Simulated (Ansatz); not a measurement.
# BBrGeH₂O with the probe H2: a probe moved round a molecule

A grid of calculations on BBrGeH₂O (SMILES Br[B]1[O][GeH2]1) with the probe H2, to see where the energy is lowest and how it rises around there.

Computed with Ansatz 0.2.0. Level: RKS PBE-D4/def2-SVPD.

**1. The starting structure**

6 atoms, charge 0, spin multiplicity 1.

Atoms are counted from 1 here; the program's logs count them from 0.

Bond lengths: Br1–B2 1.904 Å, B2–O3 1.309 Å, B2–Ge4 2.018 Å, O3–Ge4 2.067 Å, Ge4–H5 1.552 Å, Ge4–H6 1.552 Å. Angles: Br1–B2–O3 137.1°, Br1–B2–Ge4 149.6°, O3–B2–Ge4 73.4°, B2–O3–Ge4 69.3°, B2–Ge4–O3 37.3°, B2–Ge4–H5 120.6°, B2–Ge4–H6 120.6°, O3–Ge4–H5 103.6°, O3–Ge4–H6 103.6°, H5–Ge4–H6 108.9°.

As a file:

```
Br   -0.4848   -2.8745    0.4430
B    -0.3738   -1.0196    0.0295
O    -1.0920   -0.1375   -0.6178
Ge    0.6150    0.7355    0.1554
H     1.3110    1.3420   -1.0923
H     0.0666    1.8901    1.0359
```

This geometry comes from a loose relaxation at PBE in a small basis, which is not shown.

**2. The minimum at this level**

Input file input.yaml:

```yaml
crystal:
  periodic: [false, false, false]
  atoms:
    - { symbol: Br, position_ang: [-0.484774, -2.874496, 0.442992] }
    - { symbol: B, position_ang: [-0.373828, -1.019613, 0.029456] }
    - { symbol: O, position_ang: [-1.091968, -0.137506, -0.617778] }
    - { symbol: Ge, position_ang: [0.615018, 0.735515, 0.15543] }
    - { symbol: H, position_ang: [1.310983, 1.341988, -1.092323] }
    - { symbol: H, position_ang: [0.06657, 1.890113, 1.035923] }
basis:
  gaussian: { orbitals: def2-SVPD }
hamiltonian:
  xc: pbe
  dispersion: d4
output:
  forces: true
relax:
  f_tol: 0.003
  max_steps: 120
```

Launch:

```sh
> ansatz run input.yaml --threads 1 --pin off --max-ram 2560MiB --backend cpu --events-out ev --progress --plain --runs-dir out
```

Standard output (excerpt; [...] marks lines left out):

```text
Warning: RAYON_NUM_THREADS=1 ignored (pool sized by the plan → 1); use --threads N
[...]
Functional definition: PBE
[...]
1320 factors; their error is unknown
[...]
mean field -129282.16683398 eV, -4751.0320005487 hartree, gradient 3.7e-5 eV, S^2 0.000000; 0 other end points of the search recorded, 0 dependent functions left out
[...]
reference -129282.16688300 eV, -4751.0320023501 hartree; 41, 41 occupied and 97, 97 virtual orbitals, 1320 factors
relax step   1: F+E_penalty+E_count = -129282.30743047 eV  Δ(F+E_penalty+E_count) = +0.000e0 eV  max|allowed force component| = 8.213e-3 eV/Å  Δτ_max = 0.0000 Å  (29 SCF iters, accepted)
[...]
relax step   2: F+E_penalty+E_count = -129282.30743278 eV  Δ(F+E_penalty+E_count) = -2.310e-6 eV  max|allowed force component| = 4.062e-3 eV/Å  Δτ_max = 0.0006 Å  (20 SCF iters, accepted)
[...]
relax step   3: F+E_penalty+E_count = -129282.30743340 eV  Δ(F+E_penalty+E_count) = -6.214e-7 eV  max|allowed force component| = 5.433e-4 eV/Å  Δτ_max = 0.0002 Å  (20 SCF iters, accepted)
1320 factors; their error is unknown
[...]
mean field -129282.16683374 eV, -4751.0320005400 hartree, gradient 1.7e-5 eV, S^2 0.000000; 1 other end points of the search recorded, 0 dependent functions left out
[...]
reference -129282.16688276 eV, -4751.0320023415 hartree; 41, 41 occupied and 97, 97 virtual orbitals, 1320 factors
Total energy: -129282.30748242 eV, -4751.0371692837 hartree
Atom 0 at    -0.484414    -2.874372     0.443009 Å, force    -0.000045    -0.000206    -0.000128 eV/Å
Atom 1 at    -0.373845    -1.019247     0.029410 Å, force     0.000087     0.000272     0.000399 eV/Å
Atom 2 at    -1.092435    -0.137594    -0.617912 Å, force    -0.000543    -0.000388    -0.000427 eV/Å
Atom 3 at     0.614729     0.735623     0.155302 Å, force     0.000342     0.000405     0.000129 eV/Å
Atom 4 at     1.311412     1.341545    -1.092468 Å, force    -0.000106     0.000047     0.000242 eV/Å
Atom 5 at     0.066554     1.890046     1.036360 Å, force     0.000265    -0.000130    -0.000215 eV/Å
Dipole moment:     0.369056     0.196062     0.165258 e Å
```

Wall time 16 s (1 thread of Intel Xeon Platinum 8375C at 2.90GHz (Ice Lake), shared host); peak memory 0.21 GiB.

Energy and force along the way:

```csv
step,energy from step 1 (eV),largest force component (eV/Å)
1,0.0000,0.0082
2,0.0000,0.0041
3,0.0000,0.0005
```

Bond lengths before and after, largest changes first:

```csv
bond,before (Å),after (Å),change (Å)
B2–Ge4,2.018,2.018,-0.000
O3–Ge4,2.067,2.068,+0.000
Br1–B2,1.904,1.904,+0.000
Ge4–H5,1.552,1.552,+0.000
Ge4–H6,1.552,1.552,+0.000
B2–O3,1.309,1.309,-0.000
```

**3. Reference: H₂ by itself**

Input file input.yaml:

```yaml
crystal:
  periodic: [false, false, false]
  atoms:
    - { symbol: H, position_ang: [0.0, 0.0, -0.02378] }
    - { symbol: H, position_ang: [0.0, 0.0, 0.74378] }
basis:
  gaussian: { orbitals: def2-SVPD }
hamiltonian:
  xc: pbe
  dispersion: d4
output:
  forces: true
relax:
  f_tol: 0.003
  max_steps: 120
```

Launch:

```sh
> ansatz run input.yaml --threads 1 --pin off --max-ram 2560MiB --backend cpu --events-out ev --progress --plain --runs-dir out
```

Standard output (excerpt; [...] marks lines left out):

```text
Warning: RAYON_NUM_THREADS=1 ignored (pool sized by the plan → 1); use --threads N
[...]
[... 1 set-up line as earlier in the session ...]
[...]
128 factors; their error is unknown
[...]
mean field -31.58257058 eV, -1.1606380614 hartree, gradient 7.4e-6 eV, S^2 0.000000; 0 other end points of the search recorded, 0 dependent functions left out
[...]
reference -31.58258486 eV, -1.1606385863 hartree; 1, 1 occupied and 15, 15 virtual orbitals, 128 factors
relax step   1: F+E_penalty+E_count = -31.58460386 eV  Δ(F+E_penalty+E_count) = +0.000e0 eV  max|allowed force component| = 3.363e-3 eV/Å  Δτ_max = 0.0000 Å  (16 SCF iters, accepted)
[...]
relax step   2: F+E_penalty+E_count = -31.58460402 eV  Δ(F+E_penalty+E_count) = -1.669e-7 eV  max|allowed force component| = 8.107e-5 eV/Å  Δτ_max = 0.0001 Å  (11 SCF iters, accepted)
128 factors; their error is unknown
[...]
mean field -31.58257065 eV, -1.1606380638 hartree, gradient 1.2e-6 eV, S^2 0.000000; 1 other end points of the search recorded, 0 dependent functions left out
[...]
reference -31.58258493 eV, -1.1606385888 hartree; 1, 1 occupied and 15, 15 virtual orbitals, 128 factors
Total energy: -31.58461831 eV, -1.1607133140 hartree
Atom 0 at     0.000000    -0.000000    -0.023831 Å, force     0.000000    -0.000000     0.000081 eV/Å
Atom 1 at    -0.000000     0.000000     0.743831 Å, force     0.000000     0.000000    -0.000081 eV/Å
Dipole moment:    -0.000000    -0.000000    -0.000000 e Å
```

Run time: 0.2 s. Hardware: 1 thread of Intel Xeon Platinum 8375C at 2.90GHz (Ice Lake), shared host; peak memory 0.085 GiB.

Energy and force along the way:

```csv
step,energy from step 1 (eV),largest force component (eV/Å)
1,0.0000,0.0034
2,0.0000,0.0001
```

The bond:

```csv
bond,before (Å),after (Å),change (Å)
H1–H2,0.768,0.768,+0.000
```

**4. Plan of the scan**

The probe is moved over a plane parallel to the molecule's main plane, 3.76 Å above it (x and y are the axes of that plane, centred on the molecule).

First coordinate, x of the probe's H atom: 11 values from −3.55 Å. Second coordinate, y of the probe's H atom: 9 values from −2.84 Å.

Nothing else is relaxed (molecule and probe rigid, the probe upright with H nearest the plane). Energies count from molecule and probe far apart, each relaxed in its own basis (no counterpoise correction). Points are written as (first, second).

The probe H2 moves over a plane: parallel to the molecule's main plane, 3.76 Å above it. The molecule is turned into the frame of its main axes, as the inputs below show.

Of the runs on the grid, 3 are shown in the steps below; the others differ only in the two coordinates.

**5. Point (2.13 Å, −2.84 Å)**

Input file input.yaml:

```yaml
crystal:
  periodic: [false, false, false]
  atoms:
    - { symbol: Br, position_ang: [2.081976, 0.294175, 3.0e-05] }
    - { symbol: B, position_ang: [0.201182, -0.00145, -7.3e-05] }
    - { symbol: O, position_ang: [-0.606715, -1.031017, 2.3e-05] }
    - { symbol: Ge, position_ang: [-1.676443, 0.738292, 2.0e-05] }
    - { symbol: H, position_ang: [-2.57129, 0.623228, -1.26309] }
    - { symbol: H, position_ang: [-2.571119, 0.623235, 1.263258] }
    - { symbol: H, position_ang: [2.13, -2.84, 3.76] }
    - { symbol: H, position_ang: [2.13, -2.84, 4.527662] }
basis:
  gaussian: { orbitals: def2-SVPD }
hamiltonian:
  xc: pbe
  dispersion: d4
output:
  forces: true
```

Launch:

```sh
> ansatz run input.yaml --threads 1 --pin off --max-ram 2560MiB --backend cpu --events-out ev --progress --plain --runs-dir out
```

Standard output (excerpt; [...] marks lines left out):

```text
Warning: RAYON_NUM_THREADS=1 ignored (pool sized by the plan → 1); use --threads N
[...]
[... 1 set-up line as earlier in the session ...]
[...]
1448 factors; their error is unknown
[...]
mean field -129313.75504728 eV, -4752.1928459761 hartree, gradient 3.2e-5 eV, S^2 0.000000; 0 other end points of the search recorded, 0 dependent functions left out
[...]
reference -129313.75510396 eV, -4752.1928480591 hartree; 42, 42 occupied and 112, 112 virtual orbitals, 1448 factors
Total energy: -129313.90159967 eV, -4752.1982316771 hartree
Atom 0 at     2.081976     0.294175     0.000030 Å, force     0.001899    -0.004576     0.005397 eV/Å
Atom 1 at     0.201182    -0.001450    -0.000073 Å, force    -0.003440     0.000812     0.001015 eV/Å
Atom 2 at    -0.606715    -1.031017     0.000023 Å, force     0.003065    -0.002260     0.001529 eV/Å
Atom 3 at    -1.676443     0.738292     0.000020 Å, force    -0.000040    -0.000837     0.000613 eV/Å
Atom 4 at    -2.571290     0.623228    -1.263090 Å, force     0.000293     0.000329     0.000183 eV/Å
Atom 5 at    -2.571119     0.623235     1.263258 Å, force     0.000524     0.000437    -0.000417 eV/Å
Atom 6 at     2.130000    -2.840000     3.760000 Å, force    -0.003249     0.004928    -0.013968 eV/Å
Atom 7 at     2.130000    -2.840000     4.527662 Å, force     0.000947     0.001166     0.005648 eV/Å
Dipole moment:    -0.240174     0.381931    -0.002292 e Å
```

Run time: 7.3 s. Hardware: 1 thread of Intel Xeon Platinum 8375C at 2.90GHz (Ice Lake), shared host; peak memory 0.22 GiB.

On the map this point reads −0.92 kJ/mol.

**6. Point (−1.42 Å, 0.00 Å)**

Edit input.yaml of step 5 so:

```diff
@@ -9,4 +9,4 @@
     - { symbol: H, position_ang: [-2.571119, 0.623235, 1.263258] }
-    - { symbol: H, position_ang: [2.13, -2.84, 3.76] }
-    - { symbol: H, position_ang: [2.13, -2.84, 4.527662] }
+    - { symbol: H, position_ang: [-1.42, 0.0, 3.76] }
+    - { symbol: H, position_ang: [-1.42, 0.0, 4.527662] }
 basis:
```

Launch:

```sh
> ansatz run input.yaml --threads 1 --pin off --max-ram 2560MiB --backend cpu --events-out ev --progress --plain --runs-dir out
```

Standard output (excerpt; [...] marks lines left out):

```text
Warning: RAYON_NUM_THREADS=1 ignored (pool sized by the plan → 1); use --threads N
[...]
[... 1 set-up line as earlier in the session ...]
[...]
1448 factors; their error is unknown
[...]
mean field -129313.76333792 eV, -4752.1931506518 hartree, gradient 1.5e-5 eV, S^2 0.000000; 0 other end points of the search recorded, 0 dependent functions left out
[...]
reference -129313.76339140 eV, -4752.1931526170 hartree; 42, 42 occupied and 112, 112 virtual orbitals, 1448 factors
Total energy: -129313.91798611 eV, -4752.1988338678 hartree
Atom 0 at     2.081976     0.294175     0.000030 Å, force    -0.006521     0.000032    -0.000049 eV/Å
Atom 1 at     0.201182    -0.001450    -0.000073 Å, force     0.011039     0.002240     0.007599 eV/Å
Atom 2 at    -0.606715    -1.031017     0.000023 Å, force    -0.005275    -0.002434     0.005141 eV/Å
Atom 3 at    -1.676443     0.738292     0.000020 Å, force     0.002320     0.002984    -0.001829 eV/Å
Atom 4 at    -2.571290     0.623228    -1.263090 Å, force    -0.001386    -0.000535     0.002741 eV/Å
Atom 5 at    -2.571119     0.623235     1.263258 Å, force    -0.001363    -0.001642     0.007683 eV/Å
Atom 6 at    -1.420000     0.000000     3.760000 Å, force     0.000782    -0.005396    -0.029544 eV/Å
Atom 7 at    -1.420000     0.000000     4.527662 Å, force     0.000404     0.004750     0.008258 eV/Å
Dipole moment:    -0.236208     0.379069    -0.000029 e Å
```

Run time: 6.8 s. Hardware: 1 thread of Intel Xeon Platinum 8375C at 2.90GHz (Ice Lake), shared host; peak memory 0.22 GiB.

That is −2.50 kJ/mol from the zero.

**7. Point (0.00 Å, 2.13 Å)**

Edit input.yaml of step 6 so:

```diff
@@ -9,4 +9,4 @@
     - { symbol: H, position_ang: [-2.571119, 0.623235, 1.263258] }
-    - { symbol: H, position_ang: [-1.42, 0.0, 3.76] }
-    - { symbol: H, position_ang: [-1.42, 0.0, 4.527662] }
+    - { symbol: H, position_ang: [0.0, 2.13, 3.76] }
+    - { symbol: H, position_ang: [0.0, 2.13, 4.527662] }
 basis:
```

Launch:

```sh
> ansatz run input.yaml --threads 1 --pin off --max-ram 2560MiB --backend cpu --events-out ev --progress --plain --runs-dir out
```

Standard output (excerpt; [...] marks lines left out):

```text
Warning: RAYON_NUM_THREADS=1 ignored (pool sized by the plan → 1); use --threads N
[...]
[... 1 set-up line as earlier in the session ...]
[...]
1448 factors; their error is unknown
[...]
mean field -129313.75894922 eV, -4752.1929893700 hartree, gradient 1.6e-5 eV, S^2 0.000000; 0 other end points of the search recorded, 0 dependent functions left out
[...]
reference -129313.75900434 eV, -4752.1929913955 hartree; 42, 42 occupied and 112, 112 virtual orbitals, 1448 factors
Total energy: -129313.90970898 eV, -4752.1985296887 hartree
Atom 0 at     2.081976     0.294175     0.000030 Å, force    -0.003562     0.002677     0.005267 eV/Å
Atom 1 at     0.201182    -0.001450    -0.000073 Å, force     0.004793    -0.001890     0.002243 eV/Å
Atom 2 at    -0.606715    -1.031017     0.000023 Å, force    -0.000777     0.005053    -0.000099 eV/Å
Atom 3 at    -1.676443     0.738292     0.000020 Å, force    -0.002419    -0.000775     0.010307 eV/Å
Atom 4 at    -2.571290     0.623228    -1.263090 Å, force     0.001471     0.000927    -0.000758 eV/Å
Atom 5 at    -2.571119     0.623235     1.263258 Å, force     0.000624     0.000798     0.000540 eV/Å
Atom 6 at     0.000000     2.130000     3.760000 Å, force     0.004672    -0.003585    -0.023040 eV/Å
Atom 7 at     0.000000     2.130000     4.527662 Å, force    -0.004801    -0.003205     0.005540 eV/Å
Dipole moment:    -0.236846     0.378572     0.002240 e Å
```

It took 4.8 s on 1 thread of Intel Xeon Platinum 8375C at 2.90GHz (Ice Lake), shared host; peak memory 0.22 GiB.

Energy on the map's scale: −1.70 kJ/mol.

**8. Energy over the grid**

99 points were computed. Energies in kJ/mol, from molecule and probe far apart, each relaxed in its own basis (no counterpoise correction):

| y of the probe's H atom (Å) ↓, x of the probe's H atom (Å) → | −3.55 | −2.84 | −2.13 | −1.42 | −0.71 | 0.00 | 0.71 | 1.42 | 2.13 | 2.84 | 3.55 |
| --- | --- | --- | --- | --- | --- | --- | --- | --- | --- | --- | --- |
| 2.84 | −0.95 | −1.14 | −1.25 | −1.28 | −1.26 | −1.22 | −1.21 | −1.19 | −1.12 | −0.98 | −0.77 |
| 2.13 | −1.44 | −1.65 | −1.76 | −1.80 | −1.74 | −1.70 | −1.71 | −1.70 | −1.60 | −1.39 | −1.09 |
| 1.42 | −1.93 | −2.02 | −2.08 | −2.18 | −2.13 | −2.09 | −2.14 | −2.14 | −2.00 | −1.75 | −1.38 |
| 0.71 | −2.28 | −2.28 | −2.22 | −2.38 | −2.36 | −2.30 | −2.36 | −2.39 | −2.26 | −1.97 | −1.56 |
| 0.00 | −2.19 | −2.29 | −2.33 | −2.50 | −2.46 | −2.38 | −2.42 | −2.44 | −2.32 | −2.01 | −1.59 |
| −0.71 | −1.77 | −2.05 | −2.26 | −2.42 | −2.40 | −2.35 | −2.36 | −2.32 | −2.17 | −1.87 | −1.46 |
| −1.42 | −1.27 | −1.61 | −1.89 | −2.11 | −2.18 | −2.16 | −2.13 | −2.03 | −1.85 | −1.56 | −1.20 |
| −2.13 | −0.85 | −1.12 | −1.40 | −1.64 | −1.78 | −1.77 | −1.69 | −1.57 | −1.39 | −1.15 | −0.87 |
| −2.84 | −0.56 | −0.75 | −0.95 | −1.14 | −1.26 | −1.27 | −1.18 | −1.06 | −0.92 | −0.75 | −0.59 |

The charge on the probe (e) at each point:

| y of the probe's H atom (Å) ↓, x of the probe's H atom (Å) → | −3.55 | −2.84 | −2.13 | −1.42 | −0.71 | 0.00 | 0.71 | 1.42 | 2.13 | 2.84 | 3.55 |
| --- | --- | --- | --- | --- | --- | --- | --- | --- | --- | --- | --- |
| 2.84 | 0.004 | 0.005 | 0.006 | 0.006 | 0.005 | 0.004 | 0.004 | 0.004 | 0.004 | 0.004 | 0.003 |
| 2.13 | 0.006 | 0.009 | 0.008 | 0.007 | 0.007 | 0.007 | 0.006 | 0.005 | 0.005 | 0.005 | 0.004 |
| 1.42 | 0.011 | 0.013 | 0.008 | 0.007 | 0.008 | 0.008 | 0.007 | 0.007 | 0.007 | 0.006 | 0.005 |
| 0.71 | 0.014 | 0.016 | 0.007 | 0.006 | 0.009 | 0.009 | 0.008 | 0.009 | 0.010 | 0.007 | 0.005 |
| 0.00 | 0.010 | 0.013 | 0.009 | 0.008 | 0.010 | 0.010 | 0.009 | 0.010 | 0.010 | 0.008 | 0.005 |
| −0.71 | 0.006 | 0.009 | 0.010 | 0.010 | 0.011 | 0.010 | 0.009 | 0.009 | 0.008 | 0.006 | 0.005 |
| −1.42 | 0.003 | 0.006 | 0.008 | 0.009 | 0.010 | 0.009 | 0.008 | 0.007 | 0.006 | 0.005 | 0.004 |
| −2.13 | 0.002 | 0.003 | 0.005 | 0.006 | 0.007 | 0.007 | 0.007 | 0.006 | 0.005 | 0.004 | 0.003 |
| −2.84 | 0.001 | 0.002 | 0.003 | 0.004 | 0.005 | 0.005 | 0.005 | 0.004 | 0.003 | 0.003 | 0.002 |

Energy (kJ/mol) at eleven even steps along the easiest path on the interpolated surface, from its minimum near (−1.42 Å, 0.00 Å): −2.51, −2.50, −2.47, −2.44, −2.40, −2.39, −2.39, −2.40, −2.42, −2.44, −2.45.

**9. Summary of results**

| quantity | value |
| --- | --- |
| lowest point | (−1.42 Å, 0.00 Å), −2.50 kJ/mol |
| highest computed point | (−3.55 Å, −2.84 Å), 1.94 kJ/mol above the lowest |
| charge on the probe (e) | 0.001 at (−3.55 Å, −2.84 Å) to 0.016 at (−2.84 Å, 0.71 Å); 0.008 at the lowest point |
| time for the whole task | 12 min on 1 thread, shared host |

What this shows: The lowest computed point is at (−1.42 Å, 0.00 Å), −2.50 kJ/mol from molecule and probe far apart, each relaxed in its own basis (no counterpoise correction). The grid is coarse, so the true minimum lies between grid points and may sit elsewhere than the lowest one. There is a further well near (1.42 Å, 0.00 Å) (0.06 kJ/mol above the lowest at that grid point). The highest computed point, (−3.55 Å, −2.84 Å), lies 1.94 kJ/mol above the lowest. On the interpolated surface the easiest way out of the lowest well to the well at (1.42 Å, 0.00 Å) passes a barrier of about 0.13 kJ/mol. Near the minimum the curvatures are about 0.0044 and 0.0056 eV/Å² along the soft and the stiff direction. Without a counterpoise correction the wells come out somewhat too deep.
